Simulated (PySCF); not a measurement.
**One shape, several levels: SnTe (SMILES [Sn][Te])**

Wanted: a comparison of 6 runs (B2PLYP/def2-TZVPPD, BLYP/def2-TZVPPD, SVWN5/def2-TZVPPD, r2SCAN/def2-TZVPPD, SCS-MP2/def2-TZVPPD, CCSD(T)/def2-TZVPPD) of SnTe. Input form: a Python script.

The results are computed with PySCF 2.14.0.

2 further runs of the same task are left out: 2 set aside as unsound or not needed.

### Step 1. Starting point

The species is SnTe (2 atoms), meant as a singlet with charge 0. As SMILES, `[Sn][Te]`. The coordinates come from a PBE0-D4/def2-TZVP relaxation.

Bond lengths: Sn1–Te2 2.518 Å.

### Step 2. A single-point energy at B2PLYP/def2-TZVPPD (core potential) (run 1)

calc.py

```python
from pyscf import gto, dft, mp

mol = gto.Mole()
mol.atom = '''
Sn     0.000000     0.000000     0.017839
Te     0.000000     0.000000     4.775962
'''
mol.spin = 0
mol.basis = 'def2-tzvppd'
mol.max_memory = 1860
mol.charge = 0
mol.unit = 'bohr'
mol.ecp = 'def2-svp'
mol.verbose = 4
mol.build()

ks = dft.RKS(mol)
ks.xc = '0.53*HF + 0.47*B88, 0.73*LYP'
ks.grids.level = 5
ks.conv_tol = 1e-10
ks.kernel()
if not ks.converged:
    ks = ks.newton().run(ks.mo_coeff, ks.mo_occ)

pt = mp.MP2(ks, frozen=8).run()
e_final = ks.e_tot + 0.27 * pt.e_corr
print('PT2 part  %.8f' % (0.27 * pt.e_corr))
print('E = %.10f Eh' % e_final)
```

Started as:

```bash
$ OMP_NUM_THREADS=1 python calc.py
```

Log:

```text
PySCF version 2.14.0

[INPUT] num. atoms = 2
[INPUT] num. electrons = 46
[INPUT] charge = 0
[INPUT] spin (= nelec alpha-beta = 2S) = 0
[INPUT] symmetry False subgroup None
[INPUT] Mole.unit = bohr
[INPUT] Symbol           X                Y                Z      unit          X                Y                Z       unit  Magmom
[INPUT]  1 Sn     0.000000000000   0.000000000000   0.009439992266 AA    0.000000000000   0.000000000000   0.017839000000 Bohr   0.0
[INPUT]  2 Te     0.000000000000   0.000000000000   2.527330250620 AA    0.000000000000   0.000000000000   4.775962000000 Bohr   0.0

nuclear repulsion = 110.968127557863
number of shells = 37
number of NR pGTOs = 198
number of NR cGTOs = 115
basis = def2-tzvppd
ecp = def2-svp

[... 63 lines left out ...]
converged SCF energy = -481.763304484089
[... 1 line left out ...]
******** <class 'pyscf.mp.mp2.RMP2'> ********
nocc = 15, nmo = 107
frozen orbitals 8
E(RMP2) = -482.667534503141  E_corr = -0.904230019051817
E(SCS-RMP2) = -482.565892723193  E_corr = -0.802588239103586
E_corr(same-spin) = -0.325947442798379
E_corr(oppo-spin) = -0.578282576253439
PT2 part  -0.24414211
E = -482.0074465892 Eh
```

Wall time 14 s (1 thread of Arm Neoverse V2, shared host); peak memory 0.59 GiB.

### Step 3. The energy at BLYP/def2-TZVPPD (core potential) (run 2)

run.py

```python
# SnTe
from pyscf import gto, dft

system = gto.Mole()
system.atom = '''
Sn       0.000000       0.000000       0.009440
Te       0.000000       0.000000       2.527330
'''
system.basis = 'def2-tzvppd'
system.verbose = 3
system.max_memory = 1860
system.ecp = 'def2-svp'
system.charge = 0
system.spin = 0
system.build()

mf = dft.RKS(system)
mf.xc = 'blyp'
mf.conv_tol = 1e-10
mf.grids.level = 5
mf.kernel()
if not mf.converged:
    mf = mf.newton().run(mf.mo_coeff, mf.mo_occ)

e_tot = mf.e_tot
print('Final energy', e_tot)
```

Started as:

```bash
$ OMP_NUM_THREADS=1 python run.py
```

Log:

```text
converged SCF energy = -482.294716541719
Final energy -482.29471654171937
```

Run time: 13 s. Hardware: 1 thread of Arm Neoverse V2, shared host; peak memory 0.59 GiB.

Runs 3 to 5 aren't shown in full; the table further down has their settings and results.

### Step 4. A single-point energy at CCSD(T)/def2-TZVPPD (core potential) (run 6)

geometry.xyz

```xyz
2
SnTe
Sn     0.000000     0.000000     0.009440
Te     0.000000     0.000000     2.527330
```

job.py

```python
from pyscf import gto, scf, cc

mol = gto.M(
    atom='geometry.xyz',
    max_memory=1860,
    basis='def2-tzvppd',
    spin=0,
    charge=0,
    verbose=4,
    ecp={'Sn': 'def2-svp', 'Te': 'def2-svp'},
)

myscf = scf.RHF(mol)
myscf.conv_tol = 1e-10
myscf.kernel()
if not myscf.converged:
    myscf = myscf.newton().run(myscf.mo_coeff, myscf.mo_occ)

mycc = cc.CCSD(myscf, frozen=8)
mycc.kernel()
e_t = mycc.ccsd_t()
etot = mycc.e_tot + e_t
print(f'total energy: {etot:.8f} hartree')
```

Started as:

```bash
$ OMP_NUM_THREADS=1 python job.py
```

Log:

```text
PySCF version 2.14.0

[INPUT] num. atoms = 2
[INPUT] num. electrons = 46
[INPUT] charge = 0
[INPUT] spin (= nelec alpha-beta = 2S) = 0
[INPUT] symmetry False subgroup None
[INPUT] Mole.unit = angstrom
[INPUT] Symbol           X                Y                Z      unit          X                Y                Z       unit  Magmom
[INPUT]  1 Sn     0.000000000000   0.000000000000   0.009440000000 AA    0.000000000000   0.000000000000   0.017839014616 Bohr   0.0
[INPUT]  2 Te     0.000000000000   0.000000000000   2.527330000000 AA    0.000000000000   0.000000000000   4.775961526397 Bohr   0.0

nuclear repulsion = 110.968138944021
number of shells = 37
number of NR pGTOs = 198
number of NR cGTOs = 115
basis = def2-tzvppd
ecp = {'Sn': 'def2-svp', 'Te': 'def2-svp'}

[... 47 lines left out ...]
converged SCF energy = -480.41408312059
[... 12 lines left out ...]
Init t2, MP2 energy = -481.175028473716  E_corr(MP2) -0.76094535312527
[... 14 lines left out ...]
CCSD converged
[... 2 lines left out ...]
total energy: -481.16171537 hartree
```

It took 2.5 min on 1 thread of Arm Neoverse V2, shared host; peak memory 1 GiB.

### Step 5. Overview of the runs

```csv
run,level,frozen core orbitals,integration grid,energy (Eh),dipole moment (D) of the reference,HOMO energy (eV),LUMO energy (eV),wall time
1,B2PLYP/def2-TZVPPD (core potential),8,5,-482.007447,2.79,-7.27,-1.74,14 s
2,BLYP/def2-TZVPPD (core potential),–,5,-482.294717,2.15,-5.66,-3.15,13 s
3,SVWN5/def2-TZVPPD (core potential),–,5,-481.685600,2.11,-6.03,-3.47,8.4 s
4,r2SCAN/def2-TZVPPD (core potential),–,5,-482.569865,2.27,-6.07,-3.21,26 s
5,SCS-MP2/def2-TZVPPD (core potential),8,–,-481.087658,3.28,-8.44,-0.21,4.5 s
6,CCSD(T)/def2-TZVPPD (core potential),8,–,-481.161715,3.28,-8.44,-0.20,2.5 min
```

### Step 6. Summary of results

| quantity | value |
| --- | --- |
| run 6: total energy | -481.16172 Eh |
| run 6: dipole moment (Hartree–Fock density) | 3.28 D |
| run 6: HOMO energy (Hartree–Fock orbitals) | -8.44 eV |
| run 6: LUMO energy (Hartree–Fock orbitals) | -0.20 eV |
| run 6: HOMO–LUMO gap (Hartree–Fock orbitals) | 8.23 eV |
| run 6: correlation energy (8 core orbitals frozen) | -747.6 mEh |
| run 6: (T) correction | -25.50 mEh |
| run 6: T1 diagnostic | 0.020 |

**Reading.** Over runs 1, 2, 3, 4 the dipole moment (its size) runs from 2.11 D (SVWN5/def2-TZVPPD) to 2.79 D (B2PLYP/def2-TZVPPD). A double hybrid's value is that of its SCF part. Over runs 1, 2, 3, 4 the HOMO–LUMO gap runs from 2.51 eV (BLYP/def2-TZVPPD) to 5.54 eV (B2PLYP/def2-TZVPPD). Totals of different functionals can't be ranked against each other. All runs together took 3.6 min, the longest 2.5 min.
